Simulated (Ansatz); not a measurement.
# Cl2FH2NSi: how energies converge with the basis set

Aim: see how fast density functionals converge with the basis set for Cl2FH2NSi.

Computed with Ansatz 0.2.0, Gaussian basis. Level: one geometry, several basis sets.

Plan: PBE0-D4/def2-SVP; ωB97M-V/def2-SVP; PBE0-D4/def2-QZVPP; ωB97M-V/def2-QZVPP; the functionals' def2-TZVPP values are taken from earlier runs.

## (1) Structure used throughout

An earlier PBE0-D4 in a triple-zeta def2 set relaxation fixed the geometry.

SMILES `N[Si](F)(Cl)Cl`, 7 atoms, charge 0, spin multiplicity 1.

Atoms are counted from 1 here; the program's logs count them from 0.

Bond lengths: N1–Si2 1.676 Å, N1–H6 1.005 Å, N1–H7 1.005 Å, Si2–F3 1.585 Å, Si2–Cl4 2.027 Å, Si2–Cl5 2.027 Å. Angles: Si2–N1–H6 122.5°, Si2–N1–H7 122.4°, H6–N1–H7 113.7°, N1–Si2–F3 114.8°, N1–Si2–Cl4 109.3°, N1–Si2–Cl5 109.3°, F3–Si2–Cl4 105.6°, F3–Si2–Cl5 105.7°, Cl4–Si2–Cl5 112.1°.

Coordinates:

```xyz
7
charge 0, multiplicity 1
N    -1.05896    0.08579    0.19169
Si    0.58645   -0.07941   -0.08027
F     1.37795   -0.82949    1.06966
Cl    0.88195   -1.18143   -1.75620
Cl    1.42973    1.75923   -0.21662
H    -1.71535   -0.64884   -0.00865
H    -1.44059    0.82616    0.75459
```

## (2) PBE0-D4 in def2-SVP

The input, in.yaml:

```yaml
crystal:
  periodic: [false, false, false]
  atoms:
    - {symbol: N, position_ang: [-1.058957, 0.085790, 0.191689]}
    - {symbol: Si, position_ang: [0.586455, -0.079414, -0.080268]}
    - {symbol: F, position_ang: [1.377950, -0.829488, 1.069657]}
    - {symbol: Cl, position_ang: [0.881951, -1.181429, -1.756199]}
    - {symbol: Cl, position_ang: [1.429731, 1.759226, -0.216615]}
    - {symbol: H, position_ang: [-1.715346, -0.648844, -0.008655]}
    - {symbol: H, position_ang: [-1.440586, 0.826159, 0.754592]}
basis:
  gaussian: {orbitals: def2-SVP}
hamiltonian: {xc: pbe0, dispersion: d4}
output: {orbitals: {seedname: orbitals}}
```

Further steps of the session: ωB97M-V in def2-SVP; PBE0-D4 in def2-QZVPP; ωB97M-V in def2-QZVPP.

**Question.** What will the summary of the whole plan be? Wanted: PBE0-D4: double and triple zeta above quadruple; ωB97M-V: double and triple zeta above quadruple.

**Answer**, as computed:

```
                                       quantity           value
PBE0-D4: double and triple zeta above quadruple  18.33, 1.26 eV
ωB97M-V: double and triple zeta above quadruple  18.26, 1.19 eV
```

**Reading.** For PBE0-D4 the step from double to triple zeta gains 17.07 eV and the next only 1.26 eV. Total energies overstate the basis error of differences, where much of it tends to cancel. The LUMO of ωB97M-V is positive and keeps falling with the basis (2.85 to 1.44 eV): an unbound level that the basis holds in place.
